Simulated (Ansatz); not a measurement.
# Si2Ni: the cost of one run

Program: Ansatz 0.2.0. Level of theory: DFT PBE, scalar-relativistic, plane waves, PAW. These are calculated values, not measurements.

The COD entry's cell or inner coordinates are ideal or old and differ from later refinements, so a difference from it is no clean test against experiment.

1 further run of the same task is left out (set aside as unsound or not needed).

## 1. The system as given

The structure is cubic, space group Fd-3m (No. 227). The conventional cell has a = 5.470 Å, b = 5.470 Å, c = 5.470 Å, α = 90.00°, β = 90.00°, γ = 90.00°. Around Si (site symmetry -43m) lie 4 Si at 2.37 Å.

Coordinates:

```
CELL_PARAMETERS angstrom
0.00000 2.73488 2.73488
2.73488 0.00000 2.73488
2.73488 2.73488 0.00000
ATOMIC_POSITIONS crystal
Si 0.50000 0.50000 0.50000
Si 0.75000 0.75000 0.75000
```

It is the result of an earlier relaxation at this level (volume 20.46 Å³/atom; gap on the mesh: 0.62 eV).

## 2. The film's bulk: Si2Ni

The structure is cubic, space group Fm-3m (No. 225). Conventional cell: a = 5.395 Å, b = 5.395 Å, c = 5.395 Å, α = 90.00°, β = 90.00°, γ = 90.00°. Si (site symmetry -43m) has 4 Ni at 2.34 Å as nearest neighbours. Ni (site symmetry m-3m) has 8 Si at 2.34 Å as nearest neighbours.

## 3. Probe: one point at the start (Si2Ni)

The input, input.yaml:

```yaml
crystal:
  lattice:
    - [0.0, 2.6975, 2.6975]
    - [2.6975, 0.0, 2.6975]
    - [2.6975, 2.6975, 0.0]
  atoms:
    - { symbol: Si, position: [0.25, 0.25, 0.25] }
    - { symbol: Si, position: [0.75, 0.75, 0.75] }
    - { symbol: Ni, position: [0.0, 0.0, 0.0], spin: 2.0 }
basis:
  ecutwfc: 420
kpoints:
  mp_grid: { grid: [6, 6, 6] }
hamiltonian:
  xc: pbe
scf:
  occupations: { method: gaussian, width: 0.1 }
  lower_state_search: "off"
output:
  forces: true
  stress: true
  eigenvalues: true
  populations: true
magnetization:
  spin_polarized: true
```

On the command line:

```bash
$ ansatz run input.yaml --threads 4 --pin off --max-ram 10240MiB --backend cpu --events-out ev --progress --plain --runs-dir out
```

**Question.** How long does this run take on 4 threads of Intel Xeon Platinum 8259CL at 2.50GHz (Skylake/Cascade Lake), shared host, and how much memory does it need?

About 1.8 s, with a peak of 0.36 GiB.
